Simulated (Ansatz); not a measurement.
# BePd: how the settings move a relaxation

Question: which choices in the input matter for BePd?

Computed with Ansatz 0.2.0 (reference: DFT, LDA, PAW with Ansatz's default frozen-core files, scalar-relativistic; relaxation of cell and atoms, unless a step's input says otherwise).

### 1 The system as given

Symmetry: Pm-3m, No. 221, cubic system. Conventional cell: a = 2.813 Å, b = 2.813 Å, c = 2.813 Å, α = 90.00°, β = 90.00°, γ = 90.00°. Be (site symmetry m-3m) has 8 Pd at 2.44 Å as nearest neighbours. Pd (site symmetry m-3m) is surrounded by 8 Be at 2.44 Å.

Coordinates:

```
CELL_PARAMETERS angstrom
2.81300 0.00000 0.00000
0.00000 2.81300 0.00000
0.00000 0.00000 2.81300
ATOMIC_POSITIONS crystal
Be 0.00000 0.00000 0.00000
Pd 0.50000 0.50000 0.50000
```

### 2 Baseline

File input.yaml:

```yaml
crystal:
  lattice:
    - [2.813, 0.0, 0.0]
    - [0.0, 2.813, 0.0]
    - [0.0, 0.0, 2.813]
  atoms:
    - { symbol: Be, position: [0.0, 0.0, 0.0] }
    - { symbol: Pd, position: [0.5, 0.5, 0.5] }
kpoints:
  mp_grid: { grid: [12, 12, 12] }
scf:
  occupations: { method: fermi_dirac, width: 0.05 }
hamiltonian:
  xc: lda
  pseudopotentials: { kind: paw }
relax:
  f_tol: 0.002
  max_steps: 80
  cell: {}
output:
  forces: true
  stress: true
```

The run is started by

```bash
$ ansatz run input.yaml --threads 2 --pin off --max-ram 6144MiB --backend cpu --events-out ev --progress --plain --runs-dir out
```

### 3 Variant: symmetry.detect false, f_tol 0.05, max_displacement 0.3

Changes to input.yaml since step 2:

```diff
@@ -8,2 +8,3 @@
     - { symbol: Pd, position: [0.5, 0.5, 0.5] }
+  symmetry: { detect: false }
 kpoints:
@@ -16,5 +17,6 @@
 relax:
-  f_tol: 0.002
+  f_tol: 0.05
   max_steps: 80
   cell: {}
+  max_displacement: 0.3
 output:
```

**Question.** What will these runs give? Wanted: for each run, ending; energy change; pressure; gap; force.

As calculated:

| run | ending | energy change | pressure (GPa) | gap (eV) | force (eV/Å) | cycles | time |
| --- | --- | --- | --- | --- | --- | --- | --- |
| reference | converged | 0 | 0.0 | 0.00 | 0.00 | 32 | 5.1 s |
| 1: symmetry.detect false, f_tol 0.05, max_displacement 0.3 | converged | 0.0 meV/atom | 0.0 | 0.00 | 0.00 | 32 | 66 s |

**Reading.** With the changed use of symmetry, convergence setting and walk settings the energy agrees within 0.5 meV/atom.
